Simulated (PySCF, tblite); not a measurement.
# C₂B₂F₄: geometry, infrared bands, NMR shifts and spin-spin couplings

Aim: predict the infrared bands, NMR shifts and spin-spin couplings of C₂B₂F₄ (`FB(F)C#CB(F)F`).

Computed with tblite 0.8.0 and PySCF 2.14.0, with density-fitted response routines of our own, on a single molecule in the gas phase. Atoms are numbered from 0 throughout.

**1. The starting structure**

8 atoms, charge 0, multiplicity 1; geometry from: force field or distance geometry start.

Bonds of the start (Å): F0–B1 1.46, B1–F2 1.46, B1–C3 1.54, C3–C4 1.22, C4–B5 1.55, B5–F6 1.46, B5–F7 1.44.

**2. Geometry optimisation with GFN2-xTB**

What the job is given:

```
{"job": {"kind": "relax", "xc": "GFN2-xTB", "basis": "xTB"}, "charge": 0, "multiplicity": 1}
F      2.304200     2.016400     1.093300
B      1.910500     0.940600     0.195900
F      3.016500     0.116400    -0.277900
C      0.506800     0.318000     0.216200
C     -0.599900    -0.196000     0.262700
B     -2.000000    -0.854200     0.295100
F     -3.116900    -0.042000     0.774000
F     -2.012100    -2.289700     0.451100
```

Started as:

```bash
$ OMP_NUM_THREADS=1 python probes_run.py task.json out
```

The driver reads the jobs from task.json and runs them one after another.

**Question.** This job is followed by: GFN2-xTB harmonic vibrations, gas phase; GIAO PBE0/pcSseg-1 NMR shielding, non-relativistic, gas phase; B3LYP/pcJ-1 indirect spin-spin coupling, non-relativistic, gas phase. Predict these results of the whole session: strongest single infrared mode (GFN2-xTB); zero-point energy (GFN2-xTB); ¹³C shifts against TMS (PBE0/pcSseg-1, means over atoms taken as alike); ¹⁹F shifts against CFCl3 (PBE0/pcSseg-1, means over atoms taken as alike); ¹¹B shifts against BF3·OEt2 (PBE0/pcSseg-1, means over atoms taken as alike); largest coupling of the table (B3LYP/pcJ-1).

The runs gave:

```
                                                                    quantity                     value
                                   strongest single infrared mode (GFN2-xTB)     1300 cm⁻¹, 734 km/mol
                                                zero-point energy (GFN2-xTB)             17.4 kcal/mol
     ¹³C shifts against TMS (PBE0/pcSseg-1, means over atoms taken as alike)                 108.0 ppm
   ¹⁹F shifts against CFCl3 (PBE0/pcSseg-1, means over atoms taken as alike)                 -69.9 ppm
¹¹B shifts against BF3·OEt2 (PBE0/pcSseg-1, means over atoms taken as alike)                  14.9 ppm
                                 largest coupling of the table (B3LYP/pcJ-1)  ²J(F,F) F0–F2, -196.0 Hz
```

**Reading.** Relaxing lowered the energy by 1.673 eV in 79 steps; the close pair that moved most is B5–F6, from 1.462 to 1.312 Å. No mode is imaginary among the 18: a minimum at this level. Unscaled tight-binding wavenumbers are off by several per cent, some by more. Its intensities can rank the bands wrongly. At PBE0/pcSseg-1: Shielding is most anisotropic at F0, F2, F6, F7 (span 312 ppm, paramagnetic term -226 ppm). Of the pairs tabulated at B3LYP/pcJ-1, F0–F2 (mean over like pairs) couples most strongly (-196.0 Hz; Fermi contact 68.9 Hz). Density functionals describe couplings to fluorine poorly, F–F couplings above all, so those rows are rough.
